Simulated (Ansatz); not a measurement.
A calculation with Ansatz 0.2.0 of HfB (native input, structure typed inline):

File input.yaml:

```yaml
crystal:
  lattice:
    - [0.0, 2.31, 2.31]
    - [2.31, 0.0, 2.31]
    - [2.31, 2.31, 0.0]
  atoms:
    - { symbol: Hf, position: [0.5, 0.5, 0.5] }
    - { symbol: B, position: [0.0, 0.0, 0.0] }
hamiltonian:
  xc: pbesol
  pseudopotentials: { kind: paw }
kpoints:
  mp_grid: { grid: [10, 10, 10] }
scf:
  occupations: { method: cold, width: 0.025 }
  n_extra_bands: 6
output:
  forces: true
  stress: true
  eigenvalues: true
  dos: { projected: false, de: 0.05, nscf_kmesh: { grid: [15, 15, 15] } }
```

Potentials or basis: Ansatz PAW.

Launch:

```sh
$ ansatz run input.yaml --threads 2 --pin off --max-ram 5120MiB --backend cpu --events-out ev --progress --plain --runs-dir out
```

Task: Write the same calculation in another form: ASE script, structure from a CIF.

Result: As run:

The input run.py:

```python
import json

import ase.io
import numpy as np
import spglib

import ansatz as az

atoms = ase.io.read("HfB.cif")
cell, frac, numbers = spglib.find_primitive((atoms.cell[:], atoms.get_scaled_positions(), atoms.numbers), symprec=1e-5)
atoms = ase.Atoms(numbers, cell=cell, scaled_positions=frac, pbc=True)

calculation = (
    az.Crystal.from_ase(atoms)
    .calculation()
    .kpoints(10, 10, 10)
    .functional("pbesol")
    .pseudopotentials(kind="paw")
    .scf(extra_bands=6)
    .occupations(method="cold", width=0.025)
    .density()
    .potential()
    .output_files(volumetric_format="npy")
    .electron_localization_function()
    .density_of_states(energy_step=0.05, projected=False, nscf_kmesh=(15, 15, 15))
    .forces()
    .stress()
    .band_table(publish=True)
)
outcome = calculation.run(threads=2, events_out="events.jsonl")

report = outcome.report
for line in open("events.jsonl"):
    event = json.loads(line)
    if event["event"] == "scf_iter":
        d = event["data"]
        print(f"SCF {d['iter']:3d}  HF = {d['harris_foulkes_ev']:.6f} eV  dr2 = {d['dr2_ev']:.2e} eV")
    elif event["event"] in ("relax_step", "md_step"):
        d = event["data"]
        print(f"{event['event']} {d['step']:3d}  E = {d['lagrangian_ev']:.6f} eV")
np.set_printoptions(precision=5, suppress=True, linewidth=110)
print("converged:", report["converged"], "after", report["n_iterations"], "iterations")
print(f"free energy {report['free_energy_ev']:.6f} eV, Fermi level {report['fermi_energy_ev']:.4f} eV")
for key in ("band_edges_ev", "magnetization_mub", "site_moments_mub", "site_moments_nc_mub", "forces_ev_ang",
                "stress_gpa", "kpoints_frac", "eigenvalues_ev"):
    if report.get(key) is not None:
        print(key, np.array(report[key]), sep="\n")
```

File HfB.cif:

```cif
data_HfB
_cell_length_a 4.62000000
_cell_length_b 4.62000000
_cell_length_c 4.62000000
_cell_angle_alpha 90.00000000
_cell_angle_beta 90.00000000
_cell_angle_gamma 90.00000000
_space_group_name_H-M_alt 'Fm-3m'
_space_group_name_Hall '-F 4 2 3'
_space_group_IT_number 225
loop_
_space_group_symop_operation_xyz
'x,y,z'
'-x,-y,-z'
'-y,x,z'
'y,-x,-z'
'-x,-y,z'
'x,y,-z'
'y,-x,z'
'-y,x,-z'
'x,-y,-z'
'-x,y,z'
'-y,-x,-z'
'y,x,z'
'-x,y,-z'
'x,-y,z'
'y,x,-z'
'-y,-x,z'
'z,x,y'
'-z,-x,-y'
'z,-y,x'
'-z,y,-x'
'z,-x,-y'
'-z,x,y'
'z,y,-x'
'-z,-y,x'
'-z,x,-y'
'z,-x,y'
'-z,-y,-x'
'z,y,x'
'-z,-x,y'
'z,x,-y'
'-z,y,x'
'z,-y,-x'
'y,z,x'
'-y,-z,-x'
'x,z,-y'
'-x,-z,y'
'-y,z,-x'
'y,-z,x'
'-x,z,y'
'x,-z,-y'
'-y,-z,x'
'y,z,-x'
'-x,-z,-y'
'x,z,y'
'y,-z,-x'
'-y,z,x'
'x,-z,y'
'-x,z,-y'
'x,y+1/2,z+1/2'
'-x,-y+1/2,-z+1/2'
'-y,x+1/2,z+1/2'
'y,-x+1/2,-z+1/2'
'-x,-y+1/2,z+1/2'
'x,y+1/2,-z+1/2'
'y,-x+1/2,z+1/2'
'-y,x+1/2,-z+1/2'
'x,-y+1/2,-z+1/2'
'-x,y+1/2,z+1/2'
'-y,-x+1/2,-z+1/2'
'y,x+1/2,z+1/2'
'-x,y+1/2,-z+1/2'
[... 41 lines left out ...]
'y+1/2,-x,z+1/2'
'-y+1/2,x,-z+1/2'
'x+1/2,-y,-z+1/2'
'-x+1/2,y,z+1/2'
'-y+1/2,-x,-z+1/2'
'y+1/2,x,z+1/2'
'-x+1/2,y,-z+1/2'
'x+1/2,-y,z+1/2'
'y+1/2,x,-z+1/2'
'-y+1/2,-x,z+1/2'
'z+1/2,x,y+1/2'
'-z+1/2,-x,-y+1/2'
'z+1/2,-y,x+1/2'
'-z+1/2,y,-x+1/2'
'z+1/2,-x,-y+1/2'
'-z+1/2,x,y+1/2'
'z+1/2,y,-x+1/2'
'-z+1/2,-y,x+1/2'
'-z+1/2,x,-y+1/2'
'z+1/2,-x,y+1/2'
'-z+1/2,-y,-x+1/2'
'z+1/2,y,x+1/2'
'-z+1/2,-x,y+1/2'
'z+1/2,x,-y+1/2'
'-z+1/2,y,x+1/2'
'z+1/2,-y,-x+1/2'
'y+1/2,z,x+1/2'
'-y+1/2,-z,-x+1/2'
'x+1/2,z,-y+1/2'
'-x+1/2,-z,y+1/2'
'-y+1/2,z,-x+1/2'
'y+1/2,-z,x+1/2'
'-x+1/2,z,y+1/2'
'x+1/2,-z,-y+1/2'
'-y+1/2,-z,x+1/2'
'y+1/2,z,-x+1/2'
'-x+1/2,-z,-y+1/2'
'x+1/2,z,y+1/2'
'y+1/2,-z,-x+1/2'
'-y+1/2,z,x+1/2'
'x+1/2,-z,y+1/2'
'-x+1/2,z,-y+1/2'
'x+1/2,y+1/2,z'
'-x+1/2,-y+1/2,-z'
'-y+1/2,x+1/2,z'
'y+1/2,-x+1/2,-z'
'-x+1/2,-y+1/2,z'
'x+1/2,y+1/2,-z'
'y+1/2,-x+1/2,z'
'-y+1/2,x+1/2,-z'
'x+1/2,-y+1/2,-z'
'-x+1/2,y+1/2,z'
'-y+1/2,-x+1/2,-z'
'y+1/2,x+1/2,z'
'-x+1/2,y+1/2,-z'
'x+1/2,-y+1/2,z'
'y+1/2,x+1/2,-z'
'-y+1/2,-x+1/2,z'
'z+1/2,x+1/2,y'
'-z+1/2,-x+1/2,-y'
'z+1/2,-y+1/2,x'
'-z+1/2,y+1/2,-x'
'z+1/2,-x+1/2,-y'
'-z+1/2,x+1/2,y'
'z+1/2,y+1/2,-x'
'-z+1/2,-y+1/2,x'
'-z+1/2,x+1/2,-y'
'z+1/2,-x+1/2,y'
'-z+1/2,-y+1/2,-x'
'z+1/2,y+1/2,x'
'-z+1/2,-x+1/2,y'
'z+1/2,x+1/2,-y'
'-z+1/2,y+1/2,x'
'z+1/2,-y+1/2,-x'
'y+1/2,z+1/2,x'
'-y+1/2,-z+1/2,-x'
'x+1/2,z+1/2,-y'
'-x+1/2,-z+1/2,y'
'-y+1/2,z+1/2,-x'
'y+1/2,-z+1/2,x'
'-x+1/2,z+1/2,y'
'x+1/2,-z+1/2,-y'
'-y+1/2,-z+1/2,x'
'y+1/2,z+1/2,-x'
'-x+1/2,-z+1/2,-y'
'x+1/2,z+1/2,y'
'y+1/2,-z+1/2,-x'
'-y+1/2,z+1/2,x'
'x+1/2,-z+1/2,y'
'-x+1/2,z+1/2,-y'
loop_
_atom_site_label
_atom_site_type_symbol
_atom_site_symmetry_multiplicity
_atom_site_Wyckoff_symbol
_atom_site_fract_x
_atom_site_fract_y
_atom_site_fract_z
_atom_site_occupancy
Hf1 Hf 4 b 0.5000000000 0.0000000000 0.0000000000 1
B1 B 4 a 0.0000000000 0.0000000000 0.0000000000 1
```

Potentials or basis: Ansatz PAW.

Run with:

```sh
$ python run.py
```

Both were run:

|  | native input, structure typed inline | ASE script, structure from a CIF |
| --- | --- | --- |
| Pressure | 23.0 GPa | 23.0 GPa |
| Band gap on the k mesh | none (metal or under the smearing width) | none (metal or under the smearing width) |
| Density of states at the Fermi level | 0.99 states/eV per cell | 0.99 states/eV per cell |

Keys that steer only the numerical path or the files written may differ.

Caveat: so large a pressure means that the cell lies far from this level's equilibrium, or that cutoff or potentials fall short.
